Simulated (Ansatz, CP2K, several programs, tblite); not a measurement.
Energy against volume for CaMg3S4, ordered on the rocksalt lattice (I4/mmm) with 8 atoms a cell, at fixed shape and fractional coordinates, computed by several methods (PBE and r2SCAN, where shown, with plane waves in Ansatz); the cell shown is that of r2SCAN. With free coordinates or axes held, a curve is too stiff, and on another method's shape its minimum isn't the method's own volume. It is tetragonal, I4/mmm (No. 139); conventional cell a = 5.375 Å, c = 10.583 Å, 19.11 Å³ an atom. Mg is surrounded by 6 S at 2.65–2.69 Å; S is surrounded by 4 Mg at 2.65–2.69 Å and 2 Ca at 2.69 Å; Mg is surrounded by 6 S at 2.53–2.69 Å; S is surrounded by 5 Mg at 2.53–2.69 Å and 1 Ca at 2.77 Å; Ca is surrounded by 6 S at 2.69–2.77 Å. Computed, not measured; no magnetism was allowed, and whether the structure is a known phase isn't checked. Energies count from each curve's lowest point; fits are third-order Birch-Murnaghan.

```cif
data_structure
_symmetry_space_group_name_H-M 'I4/mmm'
_symmetry_Int_Tables_number 139
_cell_length_a 5.3752
_cell_length_b 5.3752
_cell_length_c 10.5826
_cell_angle_alpha 90.000
_cell_angle_beta 90.000
_cell_angle_gamma 90.000
_cell_volume 305.77
loop_
_atom_site_label
_atom_site_type_symbol
_atom_site_symmetry_multiplicity
_atom_site_Wyckoff_symbol
_atom_site_fract_x
_atom_site_fract_y
_atom_site_fract_z
_atom_site_occupancy
Mg1 Mg 4 d 0.00000 0.50000 0.25000 1
S1 S 4 c 0.00000 0.50000 0.00000 1
Mg2 Mg 2 a 0.00000 0.00000 0.00000 1
S2 S 4 e 0.50000 0.50000 0.26133 1
Ca1 Ca 2 b 0.50000 0.50000 0.00000 1
```

PBE/SZV (CP2K), on the shape of the cell shown:
```csv
V (Å³/atom),E (meV/atom)
16.817,187.74
17.964,103.29
19.110,44.34
20.257,12.64
21.404,0.00
```
This method closes the gap of a crystal that DFT finds insulating, so its curve rests on a wrong state.
The lowest point is an end point, so the minimum isn't bracketed.

Task: GFN1-xTB (tblite), on the shape of the cell shown, as a cluster of 64 atoms at the zone centre, gives
```csv
V (Å³/atom),E (meV/atom)
16.817,8.89
17.964,0.00
19.110,18.90
20.257,57.55
21.404,110.67
```
This method closes the gap of a crystal that DFT finds insulating, so its curve rests on a wrong state.
What equilibrium volume and bulk modulus follow?

Result: V₀ = 17.70 Å³ an atom and B₀ = 64 GPa.

Task: PBE, on the shape of its own relaxed cell, gives
```csv
V (Å³/atom),E (meV/atom)
18.201,16.45
18.782,3.90
19.363,0.00
19.944,3.52
20.524,13.42
```
What equilibrium volume and bulk modulus follow?

Result: V₀ = 19.36 Å³ an atom and B₀ = 68 GPa.

PBE/DZVP (CP2K), on the shape of the cell shown:

| V (Å³/atom) | E (meV/atom) |
| --- | --- |
| 16.817 | 108.11 |
| 17.964 | 41.39 |
| 19.110 | 4.09 |
| 20.257 | 0.00 |
| 21.404 | 20.69 |

The points scatter about a smooth fit, so no fit is quoted.

light PBE (260 eV, its own mesh), on the shape of the cell shown:
```tsv
V (Å³/atom)	E (meV/atom)
17.582	41.15
18.346	12.37
19.110	0.00
19.875	1.91
20.639	16.79
21.404	36.76
```
The points scatter about a smooth fit, as a low cutoff and a light mesh can make them, so no fit is quoted.
